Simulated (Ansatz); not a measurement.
**C3H5NSn: an energy map over angle C2–N3–C4 and change of the bonds N3–C2, N3–C4, all alike**

A grid of calculations on C₃H₅NSn, SMILES C#CN=[CH][SnH3], to see where the energy is lowest and how it rises around there.

The runs use Ansatz 0.2.0; RKS PBE0-D4/def2-SVP.

**1. The system as given**

10 atoms, charge 0, spin multiplicity 1.

Atoms are counted from 1 here; the program's logs count them from 0.

Bond lengths: C1–C2 1.231 Å, C1–H6 1.080 Å, C2–N3 1.327 Å, N3–C4 1.292 Å, C4–Sn5 2.203 Å, C4–H7 1.110 Å, Sn5–H8 1.725 Å, Sn5–H9 1.725 Å, Sn5–H10 1.729 Å. Angles: C2–C1–H6 179.6°, C1–C2–N3 175.0°, C2–N3–C4 124.4°, N3–C4–Sn5 125.3°, N3–C4–H7 115.7°, Sn5–C4–H7 119.0°, C4–Sn5–H8 109.6°, C4–Sn5–H9 109.5°, C4–Sn5–H10 107.5°, H8–Sn5–H9 110.1°, H8–Sn5–H10 110.0°, H9–Sn5–H10 110.1°.

Coordinates:

```xyz
10
charge 0, multiplicity 1
C    -2.37547   -0.68291    0.81340
C    -1.31057   -1.10276    0.35933
N    -0.20900   -1.66099   -0.12661
C     0.85953   -1.00976   -0.44804
Sn    1.12175    1.17070   -0.27107
H    -3.30663   -0.30793    1.21140
H     1.69755   -1.62277   -0.84172
H    -0.04381    1.97539   -1.25648
H     0.93125    1.64169    1.37771
H     2.71841    1.54826   -0.81511
```

This geometry comes from a loose relaxation at PBE in a small basis, which is not shown.

**3. Plan of the scan**

The axes are (1) angle C2–N3–C4: 9 values from 77.7 to 167.7 °; (2) change of the bonds N3–C2, N3–C4, all alike: 9 values from −0.143 to 0.222 Å.

Nothing else is relaxed (all other coordinates rigid). Energies count from the relaxed molecule at the same level. Points are written as (first, second).

(The set-up runs are not shown.)

**4. Point (122.7°, −0.007 Å)**

input.yaml reads:

```yaml
crystal:
  periodic: [false, false, false]
  atoms:
    - { symbol: C, position_ang: [-2.317528, -0.646297, 0.79477] }
    - { symbol: C, position_ang: [-1.281796, -1.102613, 0.347217] }
    - { symbol: "N", position_ang: [-0.192054, -1.673199, -0.135048] }
    - { symbol: C, position_ang: [0.850632, -1.013475, -0.444232] }
    - { symbol: Sn, position_ang: [1.08023, 1.150709, -0.25716] }
    - { symbol: H, position_ang: [-3.234137, -0.251541, 1.189735] }
    - { symbol: H, position_ang: [1.692091, -1.607996, -0.836088] }
    - { symbol: H, position_ang: [-0.083581, 1.931313, -1.23532] }
    - { symbol: H, position_ang: [0.890963, 1.60208, 1.380183] }
    - { symbol: H, position_ang: [2.661027, 1.529141, -0.798687] }
basis:
  gaussian: { orbitals: def2-SVP }
hamiltonian:
  xc: pbe0
  dispersion: d4
output:
  forces: true
```

Started as:

```sh
$ ansatz run input.yaml --threads 1 --pin off --max-ram 2560MiB --backend cpu --events-out ev --progress --plain --runs-dir out
```

Further runs follow: the other points that were computed.

Q: Predict the outcome of this session. Wanted: lowest point; highest computed point; dipole moment; largest force on an atom.

**Answer**, as computed:

| quantity | value |
| --- | --- |
| lowest point | (122.7°, −0.007 Å), 0.31 kJ/mol |
| highest computed point | (77.7°, −0.143 Å), 802 kJ/mol above the lowest |
| dipole moment (D) | 0.77 at (134.0°, −0.143 Å) to 2.47 at (100.2°, 0.222 Å); 1.52 at the lowest point |
| largest force on an atom (eV/Å) | 0.5 at (122.7°, −0.007 Å) to 21.8 at (77.7°, −0.143 Å); 0.5 at the lowest point |
| time for the whole task | 9.4 min on 1 thread, shared host |

The lowest computed point is at (122.7°, −0.007 Å), 0.31 kJ/mol from the relaxed molecule at the same level. The grid is coarse, so the lowest point of the scanned range may lie between grid points; coordinates that were held can hide deeper minima. The grid shows no other well, apart from its symmetry copies. The highest computed point, (77.7°, −0.143 Å), lies 802 kJ/mol above the lowest. Round the minimum the valley is somewhat tilted: raising angle C2–N3–C4 shifts the best value of the second coordinate downwards (coupling k₁₂/√(k₁₁k₂₂) about 0.4).
